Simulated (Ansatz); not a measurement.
# PdS3: the cost of one run

Method: DFT PBE, scalar-relativistic, plane waves, PAW, in Ansatz 0.2.0.

2 further runs of the same task are left out: 2 set aside as unsound or not needed.

## 1. The starting structure

Symmetry: Pm-3m, No. 221, cubic system. Conventional cell: a = 4.229 Å, b = 4.229 Å, c = 4.229 Å, α = 90.00°, β = 90.00°, γ = 90.00°. Pd (site symmetry m-3m) is surrounded by 12 S at 2.99 Å. S (site symmetry 4/mmm) has 4 Pd at 2.99 Å and 8 S at 2.99 Å as nearest neighbours.

Coordinates:

```cif
data_structure
_symmetry_space_group_name_H-M 'P 1'
_symmetry_Int_Tables_number 1
_cell_length_a 4.2289
_cell_length_b 4.2289
_cell_length_c 4.2289
_cell_angle_alpha 90.000
_cell_angle_beta 90.000
_cell_angle_gamma 90.000
_cell_volume 75.63
loop_
_atom_site_label
_atom_site_type_symbol
_atom_site_fract_x
_atom_site_fract_y
_atom_site_fract_z
_atom_site_occupancy
Pd1 Pd 0.00000 0.00000 0.00000 1
S1 S 0.00000 0.50000 0.50000 1
S2 S 0.50000 0.00000 0.50000 1
S3 S 0.50000 0.50000 0.00000 1
```

This is candidate A: Cu3Au (L1_2) type (Pm-3m, No. 221).

(A quick probe on a coarse mesh, which set the mesh and smearing, is not shown.)

## 3. Coarse relaxation (candidate A)

Input file input.yaml:

```yaml
crystal:
  lattice:
    - [4.228904153, 0.0, 0.0]
    - [0.0, 4.228904153, 0.0]
    - [0.0, 0.0, 4.228904153]
  atoms:
    - { symbol: Pd, position: [0.0, 0.0, 0.0] }
    - { symbol: S, position: [0.0, 0.5, 0.5] }
    - { symbol: S, position: [0.5, 0.0, 0.5] }
    - { symbol: S, position: [0.5, 0.5, 0.0] }
basis:
  ecutwfc: 420
kpoints:
  mp_grid: { grid: [4, 4, 4] }
hamiltonian:
  xc: pbe
scf:
  occupations: { method: gaussian, width: 0.1 }
  lower_state_search: "off"
output:
  forces: true
  stress: true
  eigenvalues: true
relax:
  adjacent_minimum: "off"
  f_tol: 0.04
  max_steps: 70
  cell: { stress_tol: 0.4 }
```

Command:

```sh
$ ansatz run input.yaml --threads 1 --pin off --max-ram 2560MiB --backend cpu --events-out ev --progress --plain --runs-dir out
```

**Question.** How long does this run take on 1 thread of Arm Neoverse V2, shared host, and how much memory does it need?

About 4.1 s, with a peak of 0.3 GiB.
